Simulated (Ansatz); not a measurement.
# SiO2: a tetragonal deformation path

Aim: for SiO2, look for other minima along a tetragonal path.

Program: Ansatz 0.2.0. Level of theory: DFT LDA, scalar-relativistic, plane waves, PAW. These are calculated values, not measurements.

1 further run of the same task is left out (set aside as unsound or not needed).

**1. The starting structure**

It takes space group I-42d (No. 122, tetragonal). Conventional cell: a = 4.925 Å, b = 4.925 Å, c = 7.287 Å, α = 90.00°, β = 90.00°, γ = 90.00°. Around Si (site symmetry -4) lie 4 O at 1.61 Å. Around O (site symmetry 2) lie 2 Si at 1.61 Å.

Structure file:

```
Si O
1.0
    -2.46250    2.46250    3.64367
     2.46250   -2.46250    3.64367
     2.46250    2.46250   -3.64367
Si O
2 4
Cartesian
  0.0000 0.0000 0.0000
  0.0000 2.4625 1.8218
  1.2312 2.9514 2.7328
  0.4889 1.2312 0.9109
  -1.2312 1.9736 2.7328
  -0.4889 3.6937 0.9109
```

This cell was relaxed beforehand with the same method: volume 14.73 Å³/atom, gap on the mesh 5.76 eV.

**2. The reference: the undisturbed cell on the scan's mesh**

Input file input.yaml:

```yaml
crystal:
  lattice:
    - [-2.4624994597, 2.4624994597, 3.6436694316]
    - [2.4624994597, -2.4624994597, 3.6436694316]
    - [2.4624994597, 2.4624994597, -3.6436694316]
  atoms:
    - { symbol: Si, position: [0.0, 0.0, 0.0] }
    - { symbol: Si, position: [0.75, 0.25, 0.5] }
    - { symbol: O, position: [0.9742769968, 0.625, 0.8492769968] }
    - { symbol: O, position: [0.375, 0.2242769968, 0.3492769968] }
    - { symbol: O, position: [0.7757230032, 0.125, 0.1507230032] }
    - { symbol: O, position: [0.875, 0.0257230032, 0.6507230032] }
basis:
  ecutwfc: 420
kpoints:
  mp_grid: { grid: [8, 8, 8] }
hamiltonian:
  xc: lda
scf:
  occupations: { method: gaussian, width: 0.05 }
output:
  forces: true
  stress: true
  eigenvalues: true
```

Command:

```
$ ansatz run input.yaml --threads 1 --pin off --max-ram 2560MiB --backend cpu --events-out ev --progress --plain --runs-dir out
```

**3. The scan: a tetragonal deformation path**

At fixed volume and fractional coordinates, lengths along (0.000, 0.000, 1.000) are scaled against those across it; ρ is that ratio over its starting value.

**4. Point ρ = 0.850**

Changes to input.yaml since step 2:

```diff
@@ -2,5 +2,5 @@
   lattice:
-    - [-2.4624994597, 2.4624994597, 3.6436694316]
-    - [2.4624994597, -2.4624994597, 3.6436694316]
-    - [2.4624994597, 2.4624994597, -3.6436694316]
+    - [-2.5995798899, 2.5995798899, 3.2695269358]
+    - [2.5995798899, -2.5995798899, 3.2695269358]
+    - [2.5995798899, 2.5995798899, -3.2695269358]
   atoms:
```

**5. ρ = 1.200**

Changes to input.yaml since step 4:

```diff
@@ -2,5 +2,5 @@
   lattice:
-    - [-2.5995798899, 2.5995798899, 3.2695269358]
-    - [2.5995798899, -2.5995798899, 3.2695269358]
-    - [2.5995798899, 2.5995798899, -3.2695269358]
+    - [-2.3173007127, 2.3173007127, 4.114589055]
+    - [2.3173007127, -2.3173007127, 4.114589055]
+    - [2.3173007127, 2.3173007127, -4.114589055]
   atoms:
```

**6. Point ρ = 0.920**

Changes to input.yaml since step 5:

```diff
@@ -2,5 +2,5 @@
   lattice:
-    - [-2.3173007127, 2.3173007127, 4.114589055]
-    - [2.3173007127, -2.3173007127, 4.114589055]
-    - [2.3173007127, 2.3173007127, -4.114589055]
+    - [-2.5319018616, 2.5319018616, 3.4466526724]
+    - [2.5319018616, -2.5319018616, 3.4466526724]
+    - [2.5319018616, 2.5319018616, -3.4466526724]
   atoms:
```

**7. Point ρ = 1.100**

Changes to input.yaml since step 6:

```diff
@@ -2,5 +2,5 @@
   lattice:
-    - [-2.5319018616, 2.5319018616, 3.4466526724]
-    - [2.5319018616, -2.5319018616, 3.4466526724]
-    - [2.5319018616, 2.5319018616, -3.4466526724]
+    - [-2.385495393, 2.385495393, 3.8827022964]
+    - [2.385495393, -2.385495393, 3.8827022964]
+    - [2.385495393, 2.385495393, -3.8827022964]
   atoms:
```

**8. ρ = 0.960**

Changes to input.yaml since step 7:

```diff
@@ -2,5 +2,5 @@
   lattice:
-    - [-2.385495393, 2.385495393, 3.8827022964]
-    - [2.385495393, -2.385495393, 3.8827022964]
-    - [2.385495393, 2.385495393, -3.8827022964]
+    - [-2.4962365213, 2.4962365213, 3.5458453581]
+    - [2.4962365213, -2.4962365213, 3.5458453581]
+    - [2.4962365213, 2.4962365213, -3.5458453581]
   atoms:
```

**9. ρ = 1.050**

Changes to input.yaml since step 8:

```diff
@@ -2,5 +2,5 @@
   lattice:
-    - [-2.4962365213, 2.4962365213, 3.5458453581]
-    - [2.4962365213, -2.4962365213, 3.5458453581]
-    - [2.4962365213, 2.4962365213, -3.5458453581]
+    - [-2.4227747799, 2.4227747799, 3.7641348058]
+    - [2.4227747799, -2.4227747799, 3.7641348058]
+    - [2.4227747799, 2.4227747799, -3.7641348058]
   atoms:
```

**10. Point ρ = 0.800**

Changes to input.yaml since step 9:

```diff
@@ -2,5 +2,5 @@
   lattice:
-    - [-2.4227747799, 2.4227747799, 3.7641348058]
-    - [2.4227747799, -2.4227747799, 3.7641348058]
-    - [2.4227747799, 2.4227747799, -3.7641348058]
+    - [-2.6526471301, 2.6526471301, 3.140019129]
+    - [2.6526471301, -2.6526471301, 3.140019129]
+    - [2.6526471301, 2.6526471301, -3.140019129]
   atoms:
```

**11. At ρ = 1.300**

Changes to input.yaml since step 10:

```diff
@@ -2,5 +2,5 @@
   lattice:
-    - [-2.6526471301, 2.6526471301, 3.140019129]
-    - [2.6526471301, -2.6526471301, 3.140019129]
-    - [2.6526471301, 2.6526471301, -3.140019129]
+    - [-2.2562905604, 2.2562905604, 4.3401146687]
+    - [2.2562905604, -2.2562905604, 4.3401146687]
+    - [2.2562905604, 2.2562905604, -4.3401146687]
   atoms:
```

(Steps that only read results are left out.)

Before running it: what results should come out? Wanted: highest point.

**Answer**, as computed:

| quantity | value |
| --- | --- |
| highest point | 158.5 meV/atom at ρ = 1.300 |

In words: No sampled point lies below the undisturbed cell. No further minimum shows among the sampled points. The gap on the mesh stays between 4.65 and 5.77 eV.
